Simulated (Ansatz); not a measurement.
# ZrC: stress in a strained cell

Aim: deform ZrC (equal xx and yy strain of +1 %) and compute stress, forces and field gradients with LAPW, PAW and all-electron datasets made for the crystal.

Program: Ansatz 0.2.0. Level of theory: DFT PBEsol, scalar-relativistic. These are calculated values, not measurements.

**1. The structure to begin with**

Symmetry: Fm-3m, No. 225, cubic system. Conventional cell: a = 4.700 Å, b = 4.700 Å, c = 4.700 Å, α = 90.00°, β = 90.00°, γ = 90.00°. Around Zr (site symmetry m-3m) lie 6 C at 2.35 Å. Around C (site symmetry m-3m) lie 6 Zr at 2.35 Å.

Structure file:

```cif
data_structure
_symmetry_space_group_name_H-M 'Fm-3m'
_symmetry_Int_Tables_number 225
_cell_length_a 4.7004
_cell_length_b 4.7004
_cell_length_c 4.7004
_cell_angle_alpha 90.000
_cell_angle_beta 90.000
_cell_angle_gamma 90.000
_cell_volume 103.85
loop_
_atom_site_label
_atom_site_type_symbol
_atom_site_symmetry_multiplicity
_atom_site_Wyckoff_symbol
_atom_site_fract_x
_atom_site_fract_y
_atom_site_fract_z
_atom_site_occupancy
Zr1 Zr 4 b 0.50000 0.00000 0.00000 1
C1 C 4 a 0.00000 0.00000 0.00000 1
```

The file gives the conventional cell by its symmetry; the runs use the cell typed in the input.

Atoms are numbered in the order of the input: Zr1, C2.

**2. The deformed structure**

Space group Fm-3m before, I4/mmm after.

**3. Full-potential LAPW**

Contents of input.yaml:

```yaml
crystal:
  lattice:
    - [0.0, 2.3737121, 2.35021]
    - [2.3737121, 0.0, 2.35021]
    - [2.3737121, 2.3737121, 0.0]
  atoms:
    - { symbol: Zr, position: [0.5, 0.5, 0.5] }
    - { symbol: C, position: [0.0, 0.0, 0.0] }
kpoints:
  mp_grid: { grid: [15, 15, 15] }
  band_path:
    path:
      - [0.0, 0.0, 0.0]
      - [0.0, 0.5, 0.5]
      - [0.25, 0.75, 0.5]
      - [0.0, 0.5, 0.0]
      - [0.0, 0.0, 0.0]
      - [0.5, 0.5, 0.0]
      - [0.3775125, 0.6224875, 0.0]
      - [-0.3775125, 0.3775125, 0.0]
      - [0.0, 0.0, 0.0]
    npoints: 5
scf:
  occupations: { method: fermi_dirac, width: 0.05 }
hamiltonian:
  xc: pbesol
  pseudopotentials: { kind: all_electron, lapw: { basis_error: 0.00025 } }
output:
  forces: true
  stress: true
  eigenvalues: true
```

Started as:

```bash
ansatz run input.yaml --threads 1 --pin off --max-ram 3072MiB --backend cpu --events-out ev --progress --plain --runs-dir out
```

**4. PAW with frozen cores**

Contents of input.yaml:

```yaml
crystal:
  lattice:
    - [0.0, 2.3737121, 2.35021]
    - [2.3737121, 0.0, 2.35021]
    - [2.3737121, 2.3737121, 0.0]
  atoms:
    - { symbol: Zr, position: [0.5, 0.5, 0.5] }
    - { symbol: C, position: [0.0, 0.0, 0.0] }
kpoints:
  mp_grid: { grid: [15, 15, 15] }
scf:
  occupations: { method: fermi_dirac, width: 0.05 }
hamiltonian:
  xc: pbesol
  pseudopotentials: { kind: paw }
output:
  forces: true
  stress: true
  eigenvalues: true
  efg: { contact_densities: true }
```

**5. Datasets made for this crystal**

input.yaml: that of step 4 with these lines changed.

```diff
@@ -14,3 +14,3 @@
   xc: pbesol
-  pseudopotentials: { kind: paw }
+  pseudopotentials: { kind: all_electron, datasets: crystal }
 output:
```

(Steps that only read results are left out.)

**Question.** What will these runs give? Wanted: pressure; largest shear or deviatoric stress.

**Answer**, as computed:

```
                                 quantity                                              value
                                 pressure  LAPW -8.64, PAW -8.70, crystal datasets -8.64 GPa
largest shear or deviatoric stress (LAPW)                                           2.17 GPa
```

In words: The largest part of the stress beyond the pressure is 2.17 GPa in size, in the zz component; the atoms are carried along and not relaxed. No run of the undeformed cell stands beside it, so the pressure holds what the given cell had before the change. PAW: stress within 0.06 GPa of LAPW. Crystal datasets: stress within 0.01 GPa of LAPW.
